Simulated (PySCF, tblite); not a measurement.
# C₆H₁₂NOP: geometry, infrared bands and NMR shifts

Aim: predict the infrared bands and NMR shifts of C₆H₁₂NOP (`COCCPCCC#N`).

Computed with tblite 0.8.0 and PySCF 2.14.0, with density-fitted response routines of our own, on a single molecule in the gas phase. Atoms count from 0, in the outputs and in this text.

## (1) Starting geometry

21 atoms, charge 0, multiplicity 1; geometry from: force field or distance geometry start.

Bonds of the start (Å): C0–O1 1.41, O1–C2 1.44, C2–C3 1.52, C3–P4 1.86, P4–C5 1.85, C5–C6 1.53, C6–C7 1.47, C7–N8 1.15, C0–H9 1.09, C0–H10 1.10, C0–H11 1.10, C2–H12 1.11, C2–H13 1.10, C3–H14 1.09, C3–H15 1.07, P4–H16 1.42, C5–H17 1.09, C5–H18 1.11, C6–H19 1.08, C6–H20 1.09.

## (2) Optimising the geometry with GFN2-xTB

The job: settings as JSON, then the geometry in Å.

```
{"job": {"kind": "relax", "xc": "GFN2-xTB", "basis": "xTB"}, "charge": 0, "multiplicity": 1}
C     -2.564800     0.997100    -0.286800
O     -1.361200     0.304400    -0.523000
C     -1.475000    -1.095700    -0.204200
C     -0.144100    -1.778000    -0.447300
P      1.066300    -1.573800     0.954400
C      1.412800     0.242500     0.918100
C      1.954900     0.780300    -0.406600
C      2.293100     2.208400    -0.281500
N      2.563300     3.324900    -0.190600
H     -2.422100     2.050100    -0.538100
H     -3.373200     0.596900    -0.920900
H     -2.863400     0.932900     0.769900
H     -1.839800    -1.219900     0.833300
H     -2.224500    -1.523700    -0.890000
H     -0.319000    -2.855000    -0.528400
H      0.305200    -1.445100    -1.364000
H      2.230100    -2.024900     0.282900
H      0.517600     0.785600     1.224700
H      2.159500     0.430800     1.713900
H      1.227800     0.652300    -1.200900
H      2.847400     0.227200    -0.697800
```

The run is started by

```bash
$ OMP_NUM_THREADS=1 python probes_run.py task.json out
```

This one command runs all jobs of the session in turn.

**Question.** This job is followed by: GFN2-xTB harmonic vibrations, gas phase; GIAO PBE0/pcSseg-1 NMR shielding, non-relativistic, gas phase. Predict these results of the whole session: strongest single infrared mode (GFN2-xTB); zero-point energy (GFN2-xTB); 13C shifts against TMS (PBE0/pcSseg-1); 1H shifts against TMS (PBE0/pcSseg-1, means over atoms taken as alike); 17O shifts against H2O (PBE0/pcSseg-1); 31P shifts against H3PO4 (PBE0/pcSseg-1); 15N shifts against NH3 (PBE0/pcSseg-1); surface potential, 1st and 99th percentile.

The runs gave:

```
                                                              quantity                                    value
                             strongest single infrared mode (GFN2-xTB)                    2408 cm⁻¹, 251 km/mol
                                          zero-point energy (GFN2-xTB)                           106.0 kcal/mol
                                13C shifts against TMS (PBE0/pcSseg-1)  124.8, 76.8, 61.0, 24.3, 22.4, 18.5 ppm
1H shifts against TMS (PBE0/pcSseg-1, means over atoms taken as alike)   3.69, 3.54, 3.44, 2.61, 1.88, 1.82 ppm
                                17O shifts against H2O (PBE0/pcSseg-1)                                 28.3 ppm
                              31P shifts against H3PO4 (PBE0/pcSseg-1)                                -80.4 ppm
                                15N shifts against NH3 (PBE0/pcSseg-1)                                297.0 ppm
                                 surface potential, 1st and 99th percentile                       -1.95 V and 1.08 V
```

What this shows: Relaxing lowered the energy by 0.136 eV in 76 steps; the close pair that moved most is C6–C7, from 1.473 to 1.439 Å. No mode is imaginary among the 57: a minimum at this level. The strongest single mode, at 2408 cm⁻¹, moves mainly C7 and N8. Unscaled tight-binding wavenumbers are off by several per cent, some by more. Its intensities can rank the bands wrongly. The most deshielded carbon is C7 (nitrile carbon), at 124.8 ppm: typical of a nitrile. H12, H13 (mean) (hydrogen on an sp3 CH2 bonded to O) lies farthest downfield among hydrogen, at 3.69 ppm; its carbon carries O, which withdraws density. At PBE0/pcSseg-1: Shielding is most anisotropic at N8 (span 486 ppm, paramagnetic term -369 ppm).
